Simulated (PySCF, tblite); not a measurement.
**CH9NOSi3: geometry, infrared bands and NMR shifts**

Wanted: the infrared bands and NMR shifts of CH9NOSi3 (`C=N[SiH2][SiH2]O[SiH3]`), by calculation.

The runs use tblite 0.8.0 and PySCF 2.14.0, with density-fitted response routines of our own; the level of theory stands in each step. All values are computed, except where a source is named. Atoms are numbered from 0 throughout.

## Step 1: Starting geometry

15 atoms, charge 0, multiplicity 1; geometry from: force field or distance geometry start.

Bonds of the start (Å): C0–N1 1.30, N1–Si2 1.76, Si2–Si3 2.22, Si3–O4 1.74, O4–Si5 1.74, C0–H6 1.09, C0–H7 1.10, Si2–H8 1.47, Si2–H9 1.47, Si3–H10 1.47, Si3–H11 1.46, Si5–H12 1.48, Si5–H13 1.47, Si5–H14 1.45.

## Step 2: Relaxing the molecule with GFN2-xTB

The job: settings as JSON, then the geometry in Å.

```
{"job": {"kind": "relax", "xc": "GFN2-xTB", "basis": "xTB"}, "charge": 0, "multiplicity": 1}
C      3.556900    -0.164300    -0.001600
N      2.477400    -0.760500    -0.408200
Si     1.023400     0.227700    -0.427800
Si    -0.794300    -1.051700    -0.349800
O     -1.747500    -0.441800     0.967600
Si    -2.900300     0.637100     0.233800
H      3.560900     0.885900     0.292400
H      4.464000    -0.780400     0.022000
H      1.070300     1.040500     0.794600
H      1.035800     1.081100    -1.621900
H     -1.584500    -0.909900    -1.578700
H     -0.511700    -2.474000    -0.152200
H     -3.156900     1.763400     1.165900
H     -4.130100    -0.148400     0.065700
H     -2.367900     1.103200    -1.035100
```

Launch:

```
$ OMP_NUM_THREADS=1 python probes_run.py task.json out
```

One launch serves the whole session: the jobs run in the order shown.

**Question.** This job is followed by: GFN2-xTB harmonic vibrations, gas phase; GIAO PBE0/pcSseg-1 NMR shielding, non-relativistic, gas phase. Predict these results of the whole session: strongest single infrared mode (GFN2-xTB); zero-point energy (GFN2-xTB); ¹³C shifts against TMS (PBE0/pcSseg-1); ¹H shifts against TMS (PBE0/pcSseg-1, means over atoms taken as alike); ¹⁵N shifts against NH3 (PBE0/pcSseg-1); ²⁹Si shifts against TMS (PBE0/pcSseg-1); ¹⁷O shifts against H2O (PBE0/pcSseg-1); surface potential, 1st and 99th percentile.

The runs gave:

| quantity | value |
| --- | --- |
| strongest single infrared mode (GFN2-xTB) | 682 cm⁻¹, 780 km/mol |
| zero-point energy (GFN2-xTB) | 56.4 kcal/mol |
| ¹³C shifts against TMS (PBE0/pcSseg-1) | 172.2 ppm |
| ¹H shifts against TMS (PBE0/pcSseg-1, means over atoms taken as alike) | 8.69, 8.52, 5.58, 5.45, 5.03 ppm |
| ¹⁵N shifts against NH3 (PBE0/pcSseg-1) | 412.9 ppm |
| ²⁹Si shifts against TMS (PBE0/pcSseg-1) | -30.7, -43.5, -60.5 ppm |
| ¹⁷O shifts against H2O (PBE0/pcSseg-1) | -12.9 ppm |
| surface potential, 1st and 99th percentile | -1.25 V and 1.27 V |

What this shows: Over 91 steps the energy fell by 1.320 eV; of the close pairs, O4–Si5 changed most, 1.741 to 1.614 Å. All 39 modes are real, so the xTB geometry is a minimum. The strongest single mode, at 682 cm⁻¹, is carried by H9, H8, H10. Unscaled tight-binding wavenumbers are off by several per cent, some by more. Its intensities can rank the bands wrongly. At PBE0/pcSseg-1: The widest tensor belongs to N1: span 877 ppm, with a paramagnetic part of -479 ppm. At PBE0/pcSseg-1, counted by nearest atom on the grid, the HOMO lies on N1 63 %; H6, H8 about 10 % each, the LUMO on C0 27 %; N1 25 %.
